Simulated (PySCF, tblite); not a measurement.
**C₆H₆N₂O: geometry, infrared bands and NMR shifts**

Aim: predict the infrared bands and NMR shifts of C₆H₆N₂O (`N#C[C@@H]1C=C[C@H]1NC=O`).

The runs use tblite 0.8.0 and PySCF 2.14.0, with density-fitted response routines of our own; the level of theory stands in each step. All values are computed, except where a source is named. Atoms count from 0, in the outputs and in this text.

## (1) The starting structure

15 atoms, charge 0, multiplicity 1; geometry from: force field or distance geometry start.

Bonds of the start (Å): N0–C1 1.17, C1–C2 1.44, C2–C3 1.53, C3–C4 1.35, C4–C5 1.51, C5–N6 1.48, N6–C7 1.37, C7–O8 1.21, C5–C2 1.55, C2–H9 1.10, C3–H10 1.09, C4–H11 1.09, C5–H12 1.11, N6–H13 1.01, C7–H14 1.10.

## (2) Relaxing the molecule with GFN2-xTB

What the job is given:

```
{"job": {"kind": "relax", "xc": "GFN2-xTB", "basis": "xTB"}, "charge": 0, "multiplicity": 1}
N     -0.420500     1.354500     3.099700
C     -0.502600     1.074500     1.967500
C     -0.599200     0.701000     0.581600
C     -1.865500    -0.096400     0.262100
C     -1.182800    -1.196700    -0.114700
C      0.168600    -0.581200     0.165300
N      0.959800    -0.498300    -1.083100
C      1.990100     0.401300    -1.221300
O      2.315000     1.219000    -0.384800
H     -0.458000     1.562200    -0.083100
H     -2.925500     0.134600     0.339400
H     -1.487400    -2.180200    -0.474600
H      0.743700    -1.064300     0.976300
H      0.776800    -1.132800    -1.852000
H      2.483100     0.310800    -2.200400
```

Launch:

```
$ OMP_NUM_THREADS=1 python probes_run.py task.json out
```

One launch serves the whole session: the jobs run in the order shown.

**Question.** This job is followed by: GFN2-xTB harmonic vibrations, gas phase; GIAO PBE0/pcSseg-1 NMR shielding, non-relativistic, gas phase. What will the session give for the following? strongest single infrared mode (GFN2-xTB); zero-point energy (GFN2-xTB); 13C shifts against TMS (PBE0/pcSseg-1); 1H shifts against TMS (PBE0/pcSseg-1); 15N shifts against NH3 (PBE0/pcSseg-1); 17O shifts against H2O (PBE0/pcSseg-1); surface potential, 1st and 99th percentile.

As calculated:

| quantity | value |
| --- | --- |
| strongest single infrared mode (GFN2-xTB) | 1775 cm⁻¹, 569 km/mol |
| zero-point energy (GFN2-xTB) | 68.4 kcal/mol |
| 13C shifts against TMS (PBE0/pcSseg-1) | 159.7, 152.1, 146.0, 121.2, 54.1, 40.9 ppm |
| 1H shifts against TMS (PBE0/pcSseg-1) | 8.22, 6.45, 6.42, 5.77, 4.56, 3.01 ppm |
| 15N shifts against NH3 (PBE0/pcSseg-1) | 308.7, 147.3 ppm |
| 17O shifts against H2O (PBE0/pcSseg-1) | 429.9 ppm |
| surface potential, 1st and 99th percentile | -1.84 V and 2.44 V |

What this shows: The optimisation took 120 steps and gained 0.248 eV; among the close pairs (by a distance rule), C5–N6 changed most, from 1.480 to 1.433 Å. No mode is imaginary among the 39: a minimum at this level. The strongest single mode, at 1775 cm⁻¹, moves mainly C7 and O8. GFN2-xTB is a fitted tight-binding method: band positions and strengths are rough. Its intensities can rank the bands wrongly. At PBE0/pcSseg-1: The largest span, 767 ppm, is at O8, where the paramagnetic term is -495 ppm. At PBE0/pcSseg-1, counted by nearest atom on the grid, the HOMO lies on O8 58 %; N6 10 %, the LUMO on C3, C4 about 31 % each; H10, H11 about 9 % each.
